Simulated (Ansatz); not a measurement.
The system is SnTe3.

```
CELL_PARAMETERS angstrom
0.00000 3.86122 3.86122
3.86122 0.00000 3.86122
3.86122 3.86122 0.00000
ATOMIC_POSITIONS crystal
Te 0.50000 0.50000 0.50000
Te 0.75000 0.75000 0.75000
Te 0.25000 0.25000 0.25000
Sn 0.00000 0.00000 0.00000
```

The cell comes from a database or a generator and needn't be the stable form of this composition.

Base run:

```yaml
Program: Ansatz 0.2.0
Functional: r2SCAN0 form with a typed share of exact exchange
Potentials_or_basis: Ansatz PAW
Cutoff: "500 eV (not typed: the program's choice for these potentials)"
k_mesh: 4 × 4 × 4
Occupations: fermi-dirac, width 0.05 eV
Spin: no spin polarisation
```

Its results: band gap on the k mesh none (metal or under the smearing width); pressure -0.1 GPa.

Task: After a change of settings the same cell gave: band gap on the k mesh none (metal or under the smearing width); pressure 0.5 GPa. Which change was it?
A. share of exact exchange from 0.1 to 0
B. functional from r2SCAN0 form with a typed share of exact exchange to r2SCAN0; share of exact exchange from 0.1 to 0.25
C. share of exact exchange from 0.1 to 0.5
D. share of exact exchange from 0.1 to 0.15

Result: A.

Caveats: the PAW data sets come from PBE, with cores solved anew for the run's functional, which leaves a small shift of forces and pressure; the thresholds are loose for stress (some runs).
